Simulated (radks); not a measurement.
# Ag²⁺ in [Ar] 3d10 4s1.5 4p6 4d9 5p0.5: an all-electron calculation

An exercise on one series of results from a longer session: the logs are not shown, and one member is left open.

Program: radks (a radial shooting solver on a logarithmic mesh, Libxc functionals) version 1. Level of theory: scalar-relativistic Kohn-Sham, SCAN, spin-unpolarised, spherical densities, finite nucleus. These are calculated values, not measurements, unless marked.

**The atom as given**

```
element            : silver (Z = 47)
charge             : +2
electrons          : 45
configuration      : [Ar] 3d10 4s1.5 4p6 4d9 5p0.5
nuclear rms radius : 4.5454 fm
```

Set-up of the first run:

Input:

```text
Z 47
configuration [Ar] 3d10 4s1.5 4p6 4d9 5p0.5 5s0 4f0
relativity scalar-relativistic
functional scan,scan
spin unpolarised
nucleus finite rms 4.5454 fm
c 137.035999084
```

Run with:

```sh
> python run_ks.py task.json out
```

All runs below come from this command, one after another.

Among the steps run: Self-consistent calculation.

One of the session's tables, all rows but one given; the rest of the session is left out.

It belongs to the step «Radial structure». Radial moments (bohr):

| level | <r> | outermost maximum (interpolated) | 90 % within | nodes |
| --- | --- | --- | --- | --- |
| 1s | 0.03111 | 0.0202 | 0.0558 | 0 |
| 2s | 0.1348 | 0.114 | 0.208 | 1 |
| 2p | 0.1177 | 0.0912 | 0.192 | 0 |
| 3s | 0.3675 | 0.332 | 0.541 | 2 |
| 3p | 0.3669 | 0.326 | 0.552 | 1 |
| 3d | 0.3457 | 0.274 | 0.547 | 0 |
| 4s | 0.9090 | 0.823 | 1.32 | 3 |
| 4p | 0.9900 | 0.875 | 1.46 | 2 |
| 4d | 1.271 | 1.01 | 1.99 | 1 |
| 5s | ? | ? | ? | ? |
| 5p | 3.034 | 2.64 | 4.44 | 3 |

Q: Estimate the row for 5s from the others.

The run gave: <r>: 2.490; outermost maximum (interpolated): 2.18; 90 % within: 3.62; nodes: 4. In the column «<r>» it lies between 4d (1.271) and 5p (3.034).
